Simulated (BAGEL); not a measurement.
**B3LYP/cc-pVDZ (density fitting with cc-pvqz-jkfit) run of SiCl3F (trichlorofluorosilane)**

Aim: the energy change on altering one bond length of SiCl3F (trichlorofluorosilane) at B3LYP/cc-pVDZ (density fitting with cc-pvqz-jkfit), from 2 runs. 

The results are computed with BAGEL 1.2.2.

1 further run of the same task is left out (set aside as unsound or not needed).

**1. The system as given**

SiCl3F has 5 atoms, charge 0, and is taken as a singlet. As SMILES, `F[Si](Cl)(Cl)Cl`. The shape is that of a PBE0-D4/def2-TZVP optimisation.

Bond lengths: F1–Si2 1.575 Å, Si2–Cl3 2.014 Å, Si2–Cl4 2.014 Å, Si2–Cl5 2.014 Å. Angles: F1–Si2–Cl3 108.4°, F1–Si2–Cl4 108.4°, F1–Si2–Cl5 108.4°, Cl3–Si2–Cl4 110.6°, Cl3–Si2–Cl5 110.6°, Cl4–Si2–Cl5 110.6°.

**2. The energy at B3LYP/cc-pVDZ (density fitting with cc-pvqz-jkfit)**

calc.json reads:

```json
{ "bagel" : [

{
  "title" : "molecule",
  "basis" : "cc-pvdz.json",
  "df_basis" : "cc-pvqz-jkfit",
  "angstrom" : true,
  "geometry" : [
    { "atom" : "F", "xyz" : [       0.865040,      -0.916770,       1.050170 ] },
    { "atom" : "Si", "xyz" : [       0.034630,      -0.036690,       0.042040 ] },
    { "atom" : "Cl", "xyz" : [      -1.606480,       0.640470,       0.993830 ] },
    { "atom" : "Cl", "xyz" : [      -0.482630,      -1.187850,      -1.527970 ] },
    { "atom" : "Cl", "xyz" : [       1.189430,       1.500840,      -0.558060 ] }
  ]
},

{
  "title" : "ks",
  "xc_func" : "b3lyp",
  "charge" : 0
},

{
  "title" : "print",
  "file" : "orbitals.molden",
  "orbitals" : true
}

]}
```

The basis set cc-pVDZ is read from a file made from the Basis Set Exchange's data (not shown).

Run with:

```
$ BAGEL_NUM_THREADS=1 BAGEL calc.json > calc.out
```

What it wrote:

```text
* using 1 threads per process

  ===============================================================
  ===============================================================

  *** Geometry ***

  { "atom" : "F", "xyz" : [      1.634689,     -1.732444,      1.984534 ] },
  { "atom" : "Si", "xyz" : [      0.065441,     -0.069334,      0.079444 ] },
  { "atom" : "Cl", "xyz" : [     -3.035807,      1.210313,      1.878067 ] },
  { "atom" : "Cl", "xyz" : [     -0.912039,     -2.244711,     -2.887445 ] },
  { "atom" : "Cl", "xyz" : [      2.247697,      2.836177,     -1.054581 ] },

  Number of auxiliary basis functions:      698

  Since a DF basis is specified, we compute 2- and 3-index integrals:
    o Being stored without compression. Storage requirement is 0.041 GB

  Number of basis functions:       86
  Number of electrons      :       74

    * METHOD: MOLECULE                             0.36

  *** Kohn-Sham DFT ***

    * Removing 9560 points whose weight is below 1.00e-10
    * Grid points: 64970

  === Nuclear Repulsion ===
   451.5872189602

       - DIIS with orbital gradients will be used.

  === KS iteration (b3lyp / cc-pvdz.json) ===
      0      -1743.49235418          0.13288476           0.32
      1      -1750.77876916          0.13149883           0.29
      2      -1738.61387681          0.12950731           0.29
      3      -1767.26242385          0.04967320           0.29
      4      -1769.85068401          0.02077694           0.29
      5      -1769.84957094          0.02095116           0.29
      6      -1770.17611781          0.00520652           0.29
      7      -1770.20570454          0.00075976           0.29
      8      -1770.20614986          0.00031696           0.29
      9      -1770.20623614          0.00004257           0.29
     10      -1770.20623899          0.00000495           0.29
     11      -1770.20623901          0.00000134           0.30
     12      -1770.20623901          0.00000062           0.29
     13      -1770.20623901          0.00000010           0.29
     14      -1770.20623901          0.00000004           0.29
     15      -1770.20623901          0.00000002           0.30
     16      -1770.20623901          0.00000000           0.30
    * SCF iteration converged.

    * Permanent dipole moment:
           (    0.103075,    -0.109285,     0.125141) a.u.

    * METHOD: KS                                   5.32

    * METHOD: PRINT                                0.01

  ===============================================================
```

Wall time 6 s (1 thread of Intel Xeon 6975P-C (Granite Rapids), shared host); peak memory 0.35 GiB.

**3. The distorted shape, same level**

dft.json reads:

```json
{ "bagel": [

{
  "title": "molecule",
  "basis": "cc-pvdz.json",
  "df_basis": "cc-pvqz-jkfit",
  "angstrom": true,
  "geometry": [
    { "atom": "F", "xyz": [       1.485752,       0.464623,       2.934183 ] },
    { "atom": "Si", "xyz": [       0.655342,       1.344703,       1.926053 ] },
    { "atom": "Cl", "xyz": [      -0.985768,       2.021863,       2.877843 ] },
    { "atom": "Cl", "xyz": [      -0.482630,      -1.187850,      -1.527970 ] },
    { "atom": "Cl", "xyz": [       1.810142,       2.882233,       1.325953 ] }
  ]
},

{ "title": "ks", "xc_func": "b3lyp" },

{ "title": "print", "file": "orbitals.molden", "orbitals": true }

]}
```

The basis set cc-pVDZ is read from a file made from the Basis Set Exchange's data (not shown).

Run with:

```
$ BAGEL_NUM_THREADS=1 BAGEL dft.json > dft.out
```

What it wrote:

```text
* using 1 threads per process

  ===============================================================
  ===============================================================

  *** Geometry ***

  { "atom" : "F", "xyz" : [      2.807664,      0.878010,      5.544802 ] },
  { "atom" : "Si", "xyz" : [      1.238417,      2.541120,      3.639713 ] },
  { "atom" : "Cl", "xyz" : [     -1.862832,      3.820767,      5.438335 ] },
  { "atom" : "Cl", "xyz" : [     -0.912039,     -2.244711,     -2.887445 ] },
  { "atom" : "Cl", "xyz" : [      3.420673,      5.446631,      2.505688 ] },

  Number of auxiliary basis functions:      698

  Since a DF basis is specified, we compute 2- and 3-index integrals:
    o Being stored without compression. Storage requirement is 0.041 GB

  Number of basis functions:       86
  Number of electrons      :       74

    * METHOD: MOLECULE                             0.36

  *** Kohn-Sham DFT ***

    * Removing 7774 points whose weight is below 1.00e-10
    * Grid points: 66756

  === Nuclear Repulsion ===
   369.0026546134

       - DIIS with orbital gradients will be used.

  === KS iteration (b3lyp / cc-pvdz.json) ===
      0      -1728.49347276          0.11304944           0.33
      1      -1635.25280387          0.07452725           0.30
      2      -1530.30079163          0.18182066           0.31
      3      -1738.96650449          0.08709571           0.30
      4      -1745.50757121          0.06761708           0.30
      5      -1748.75275509          0.06070881           0.30
      6      -1749.60586616          0.05696006           0.29
      7      -1651.56882736          0.15580153           0.30
      8      -1654.57813075          0.08051508           0.30
      9      -1761.14337462          0.03133956           0.30
     10      -1769.26549215          0.01359408           0.30
     11      -1769.66074478          0.01202117           0.30
     12      -1769.89374336          0.00623283           0.30
     13      -1769.71513971          0.01187366           0.30
     14      -1769.56546679          0.00984007           0.30
     15      -1769.93613525          0.00430234           0.30
     16      -1769.66491675          0.01021615           0.31
     17      -1769.94113458          0.00713989           0.30
     18      -1769.82261783          0.01001555           0.29
     19      -1769.88872241          0.00883779           0.29
     20      -1770.02632431          0.00099258           0.29
     21      -1770.02659612          0.00069888           0.30
     22      -1770.02720020          0.00032424           0.30
     23      -1770.02737802          0.00008983           0.29
     24      -1770.02739354          0.00000846           0.29
     25      -1770.02739454          0.00001201           0.30
     26      -1770.02739527          0.00000554           0.30
     27      -1770.02739542          0.00000140           0.29
     28      -1770.02739542          0.00000122           0.29
     29      -1770.02739543          0.00000077           0.30
     30      -1770.02739543          0.00000045           0.30
     31      -1770.02739543          0.00000010           0.29
     32      -1770.02739543          0.00000009           0.29
     33      -1770.02739543          0.00000003           0.30
     34      -1770.02739543          0.00000003           0.31
     35      -1770.02739543          0.00000004           0.29
     36      -1770.02739543          0.00000001           0.29
    * SCF iteration converged.

    * Permanent dipole moment:
           (   -0.504066,    -1.716144,    -1.859484) a.u.

    * METHOD: KS                                  11.37

    * METHOD: PRINT                                0.01

  ===============================================================
```

It took 12 s on 1 thread of Intel Xeon 6975P-C (Granite Rapids), shared host; peak memory 0.36 GiB.

**4. Results**

At B3LYP/cc-pVDZ (density fitting with cc-pvqz-jkfit):

| quantity | value |
| --- | --- |
| first shape: total energy | -1770.20624 Eh |
| first shape: dipole moment | 0.50 D |
| first shape: HOMO energy | -9.23 eV |
| first shape: LUMO energy | -0.43 eV |
| first shape: HOMO–LUMO gap | 8.80 eV |
| distorted shape: total energy | -1770.02740 Eh |
| distorted shape: dipole moment | 6.56 D |
| distorted shape: HOMO energy | -7.12 eV |
| distorted shape: LUMO energy | -6.11 eV |
| distorted shape: HOMO–LUMO gap | 1.01 eV |
| energy change with the Si2–Cl4 bond stretched from 2.014 to 4.432 Å | 4.867 eV |

**Reading.** One bond (distorted shape) is far stretched, which a spin-restricted single reference describes badly; a broken-symmetry solution may lie lower. With the Si2–Cl4 bond stretched from 2.014 to 4.432 Å the energy rises by 4.87 eV (470 kJ/mol). The first shape isn't relaxed at this level, so the change isn't measured from a minimum. A restricted reference can't describe the breaking bond well at this length.
